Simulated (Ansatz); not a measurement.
Born–Oppenheimer molecular dynamics of a periodic cell of 40 atoms, Cs₂NaAlF₆ (host Cs2NaAlF6, host structure Fm-3m). It goes on from the last frame of an earlier run, with new velocities.

Theory: DFT r2SCAN, scalar-relativistic, plane waves, PAW in Ansatz. Settings: accuracy low, cutoff 500 eV, k mesh 1x1x1, fermi-dirac smearing 0.05 eV, no spin polarisation.

```
ensemble        : NVT, Nosé–Hoover chain
time step       : 2 fs
steps asked     : 270
set temperature : 1170 K
thermostat      : time constant 50 fs, chain length 1
seed            : 857156
```

Frames 4 fs apart, positions in Å.

Velocities at 500 fs (Å/ps):

```
Cs 0.10 -3.31 -0.47
Cs -1.91 0.24 2.35
Na -2.34 3.24 7.23
Al 5.86 0.26 -7.56
F 1.11 -3.08 8.91
F -3.44 1.55 -1.18
F -4.49 -1.35 4.03
F 1.79 1.87 11.58
F -9.43 7.92 -1.89
F -6.56 4.28 -7.17
Cs 0.47 -1.92 -1.50
Cs 1.44 1.96 2.16
Na 9.26 -4.45 0.60
Al -1.24 -8.92 -9.75
F -0.76 -4.16 -4.13
F -4.78 11.91 -0.59
F -0.47 -0.27 -6.49
F 0.18 6.26 3.13
F -19.18 4.33 2.59
F 3.78 9.07 -5.57
Cs 2.35 0.13 0.37
Cs 0.73 1.73 -2.34
Na -3.29 -2.58 0.92
Al -1.04 -7.69 -0.38
F 0.88 -4.51 -5.25
F 5.47 -3.25 13.83
F 5.39 -5.75 5.09
F -0.12 -6.79 -7.41
F -3.08 4.60 -7.12
F -12.44 -6.26 1.47
Cs -0.20 0.23 -0.94
Cs 2.44 -2.43 0.40
Na -8.38 17.04 -6.92
Al 3.24 5.77 7.58
F -3.91 0.13 7.55
F 1.99 7.86 -3.04
F -1.42 0.13 -4.12
F 9.86 -3.38 3.02
F -4.95 2.59 5.82
F 2.75 -1.15 -1.26
```

```xyz
40
Lattice="8.9252 0.0000 0.0000 0.0000 8.9252 0.0000 0.0000 0.0000 8.9252" Properties=species:S:1:pos:R:3 time_fs=500 energy_less_start_eV=2.250 T=832
Cs 6.664 6.287 6.374
Cs 2.583 2.173 2.075
Na 4.614 4.887 4.173
Al -0.054 0.252 0.249
F 1.961 4.454 4.468
F 4.755 4.419 2.124
F 7.258 4.335 4.257
F 4.279 1.829 4.647
F 4.403 7.209 4.667
F 4.585 4.553 7.297
Cs 2.523 2.335 6.701
Cs 7.090 6.746 2.366
Na 0.597 -1.204 4.269
Al 4.690 4.543 0.070
F 6.096 0.361 4.542
F -0.015 0.249 2.084
F 2.583 -0.172 4.775
F 0.035 5.912 4.577
F 0.222 2.479 4.193
F -0.362 0.310 7.319
Cs 2.899 7.054 2.189
Cs 7.241 2.268 6.610
Na -0.336 4.532 0.573
Al 4.323 0.217 4.839
F 6.511 4.609 0.108
F 0.023 4.453 6.229
F 2.817 4.706 0.286
F 0.015 2.076 0.480
F -0.262 7.082 0.062
F 0.387 4.719 2.720
Cs 6.684 2.348 2.415
Cs 1.736 6.394 7.042
Na 4.994 0.006 -0.306
Al 0.219 4.211 4.369
F 1.678 0.101 0.295
F 4.440 0.189 6.629
F 6.976 0.051 0.064
F 4.770 6.410 -0.047
F 4.549 2.812 0.207
F 4.779 0.363 2.588
40
Lattice="8.9252 0.0000 0.0000 0.0000 8.9252 0.0000 0.0000 0.0000 8.9252" Properties=species:S:1:pos:R:3 time_fs=504 energy_less_start_eV=2.060 T=882
Cs 6.665 6.274 6.373
Cs 2.575 2.174 2.085
Na 4.604 4.899 4.203
Al -0.037 0.252 0.217
F 1.971 4.440 4.506
F 4.740 4.429 2.116
F 7.239 4.329 4.274
F 4.282 1.848 4.693
F 4.367 7.242 4.659
F 4.558 4.569 7.261
Cs 2.525 2.328 6.695
Cs 7.096 6.754 2.374
Na 0.636 -1.214 4.271
Al 4.683 4.510 0.036
F 6.095 0.341 4.530
F -0.035 0.292 2.081
F 2.579 -0.171 4.748
F 0.034 5.947 4.591
F 0.145 2.498 4.205
F -0.338 0.342 7.299
Cs 2.908 7.054 2.190
Cs 7.243 2.276 6.600
Na -0.347 4.521 0.577
Al 4.325 0.177 4.835
F 6.513 4.589 0.087
F 0.046 4.434 6.286
F 2.841 4.683 0.306
F 0.014 2.049 0.446
F -0.272 7.103 0.035
F 0.336 4.691 2.716
Cs 6.683 2.348 2.411
Cs 1.746 6.385 7.043
Na 4.959 0.074 -0.332
Al 0.230 4.235 4.401
F 1.665 0.100 0.321
F 4.447 0.220 6.614
F 6.975 0.054 0.052
F 4.809 6.396 -0.032
F 4.530 2.819 0.228
F 4.785 0.354 2.583
40
Lattice="8.9252 0.0000 0.0000 0.0000 8.9252 0.0000 0.0000 0.0000 8.9252" Properties=species:S:1:pos:R:3 time_fs=508 energy_less_start_eV=1.788 T=952
Cs 6.665 6.262 6.372
Cs 2.567 2.176 2.096
Na 4.592 4.909 4.235
Al -0.033 0.248 0.186
F 1.991 4.423 4.548
F 4.726 4.447 2.102
F 7.218 4.321 4.294
F 4.279 1.883 4.737
F 4.337 7.273 4.651
F 4.529 4.580 7.213
Cs 2.526 2.320 6.690
Cs 7.100 6.763 2.382
Na 0.678 -1.207 4.269
Al 4.675 4.489 0.014
F 6.097 0.311 4.528
F -0.058 0.324 2.076
F 2.572 -0.165 4.719
F 0.030 5.994 4.610
F 0.072 2.520 4.222
F -0.295 0.366 7.286
Cs 2.917 7.054 2.191
Cs 7.244 2.284 6.590
Na -0.354 4.509 0.580
Al 4.340 0.127 4.824
F 6.513 4.566 0.065
F 0.071 4.403 6.344
F 2.867 4.661 0.323
F 0.011 2.025 0.404
F -0.275 7.128 0.010
F 0.284 4.658 2.697
Cs 6.682 2.348 2.407
Cs 1.758 6.376 7.045
Na 4.923 0.141 -0.352
Al 0.235 4.259 4.434
F 1.660 0.095 0.340
F 4.453 0.248 6.596
F 6.981 0.061 0.049
F 4.845 6.382 -0.013
F 4.516 2.815 0.242
F 4.779 0.339 2.575
40
Lattice="8.9252 0.0000 0.0000 0.0000 8.9252 0.0000 0.0000 0.0000 8.9252" Properties=species:S:1:pos:R:3 time_fs=512 energy_less_start_eV=1.567 T=1016
Cs 6.666 6.251 6.372
Cs 2.558 2.178 2.107
Na 4.578 4.915 4.268
Al -0.045 0.241 0.156
F 2.015 4.405 4.592
F 4.711 4.473 2.085
F 7.197 4.315 4.318
F 4.273 1.923 4.778
F 4.313 7.297 4.644
F 4.499 4.588 7.156
Cs 2.525 2.313 6.686
Cs 7.104 6.772 2.390
Na 0.724 -1.182 4.265
Al 4.666 4.480 0.002
F 6.102 0.273 4.534
F -0.082 0.344 2.069
F 2.561 -0.153 4.689
F 0.023 6.045 4.632
F 0.004 2.545 4.245
F -0.235 0.380 7.278
Cs 2.926 7.053 2.190
Cs 7.242 2.292 6.580
Na -0.359 4.494 0.582
Al 4.365 0.078 4.806
F 6.510 4.538 0.042
F 0.097 4.364 6.399
F 2.894 4.640 0.337
F 0.006 2.005 0.354
F -0.273 7.157 -0.012
F 0.232 4.622 2.670
Cs 6.682 2.347 2.403
Cs 1.770 6.367 7.048
Na 4.888 0.208 -0.365
Al 0.234 4.283 4.468
F 1.664 0.084 0.351
F 4.457 0.270 6.574
F 6.994 0.072 0.052
F 4.878 6.366 0.010
F 4.506 2.798 0.250
F 4.761 0.316 2.566
40
Lattice="8.9252 0.0000 0.0000 0.0000 8.9252 0.0000 0.0000 0.0000 8.9252" Properties=species:S:1:pos:R:3 time_fs=516 energy_less_start_eV=1.408 T=1071
Cs 6.666 6.240 6.373
Cs 2.548 2.180 2.119
Na 4.563 4.918 4.301
Al -0.069 0.229 0.128
F 2.041 4.387 4.636
F 4.698 4.506 2.066
F 7.177 4.313 4.347
F 4.265 1.960 4.812
F 4.296 7.306 4.638
F 4.469 4.592 7.098
Cs 2.523 2.307 6.682
Cs 7.106 6.782 2.398
Na 0.772 -1.138 4.258
Al 4.658 4.484 -0.002
F 6.111 0.228 4.548
F -0.108 0.353 2.059
F 2.550 -0.135 4.659
F 0.014 6.091 4.658
F -0.057 2.575 4.272
F -0.161 0.385 7.272
Cs 2.935 7.053 2.189
Cs 7.239 2.301 6.570
Na -0.360 4.478 0.583
Al 4.397 0.044 4.782
F 6.502 4.506 0.017
F 0.125 4.321 6.447
F 2.920 4.622 0.346
F 0.000 1.992 0.297
F -0.264 7.190 -0.032
F 0.182 4.584 2.641
Cs 6.681 2.345 2.398
Cs 1.784 6.359 7.051
Na 4.854 0.274 -0.371
Al 0.225 4.306 4.498
F 1.676 0.070 0.355
F 4.459 0.286 6.549
F 7.011 0.088 0.061
F 4.907 6.348 0.035
F 4.500 2.770 0.249
F 4.733 0.286 2.559
```

Of the whole run (540 fs, mean temperature of the second half 1146 K): The conserved energy stayed within 0.29 meV per atom of its start (net change 0.1 meV per atom), so the integration is sound. A run of 0.54 ps of so small a system gives no equilibrium averages. Limits of this set-up: coarse k mesh, low accuracy level.

The run took 23 min on 4 threads of Intel(R) Xeon(R) Platinum 8488C (Sapphire Rapids), with other jobs on the host, peak memory 1.5 GiB.
